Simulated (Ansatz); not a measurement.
# PF2: what a guessed cell relaxes into

Where does this trial cell of PF2 go when cell and atoms are let free?

Computed with Ansatz 0.2.0 (DFT PBE+D3(BJ), scalar-relativistic, plane waves, PAW, unless a step's input says otherwise).

## 1. The structure to begin with

The structure is cubic, space group Fd-3m (No. 227). Conventional cell: a = 7.079 Å, b = 7.079 Å, c = 7.079 Å, α = 90.00°, β = 90.00°, γ = 90.00°. P (site symmetry -43m) is surrounded by 12 F at 2.93 Å and 4 P at 3.07 Å. F (site symmetry -3m) is surrounded by 6 F at 2.50 Å.

Structure file:

```
P F
1.0
     0.00000    3.53931    3.53931
     3.53931    0.00000    3.53931
     3.53931    3.53931    0.00000
P F
2 4
Direct
  0.00000 0.00000 0.00000
  0.25000 0.25000 0.25000
  0.62500 0.62500 0.62500
  0.12500 0.62500 0.62500
  0.62500 0.62500 0.12500
  0.62500 0.12500 0.62500
```

The cell is invented: species swapped into a database cell of YbNi2 (Fd-3m, No. 227), with P on the Yb sites and F on the Ni sites. The dimensions are guesses.

## 2. Probe: one point on a coarse mesh

Input file input.yaml:

```yaml
crystal:
  lattice:
    - [0.0, 3.53931095, 3.53931095]
    - [3.53931095, 0.0, 3.53931095]
    - [3.53931095, 3.53931095, 0.0]
  atoms:
    - { symbol: P, position: [0.0, 0.0, 0.0] }
    - { symbol: P, position: [0.25, 0.25, 0.25] }
    - { symbol: F, position: [0.625, 0.625, 0.625] }
    - { symbol: F, position: [0.125, 0.625, 0.625] }
    - { symbol: F, position: [0.625, 0.625, 0.125] }
    - { symbol: F, position: [0.625, 0.125, 0.625] }
basis:
  ecutwfc: 420
kpoints:
  mp_grid: { grid: [4, 4, 4] }
hamiltonian:
  xc: pbe
  dispersion: d3bj
scf:
  occupations: { method: gaussian, width: 0.1 }
  lower_state_search: "off"
output:
  forces: true
  stress: true
  eigenvalues: true
```

Command:

```bash
ansatz run input.yaml --threads 1 --pin off --max-ram 2560MiB --backend cpu --events-out ev --progress --plain --runs-dir out
```

Further runs follow: spin check on a coarse mesh; a loose first relaxation; relaxation on the finer mesh.

What does the calculation give? Wanted: conventional cell; volume; energy over the elements; gap on the mesh; total moment.

The runs gave:

| quantity | value |
| --- | --- |
| symmetry at the end (tolerance 0.05 Å) | space group Fd-3m (No. 227) |
| conventional cell | a = 6.386 Å, b = 6.386 Å, c = 6.386 Å, α = 90.00°, β = 90.00°, γ = 90.00° |
| volume | 10.85 Å³/atom |
| energy over the elements (uncorrected; H, N, O, F and Cl as molecules), black P | +0.14 eV/atom |
| gap on the mesh | none (metal) |
| total moment | 1.10 μB/cell |

In words: The space group Fd-3m (No. 227) is kept, and the volume per atom shrinks by 26.6 % from the first guess. With a positive formation energy it can't be a ground state. No finished test with a distortion of lower symmetry is shown, so the end may be a saddle point. Other magnetic orders were not searched.
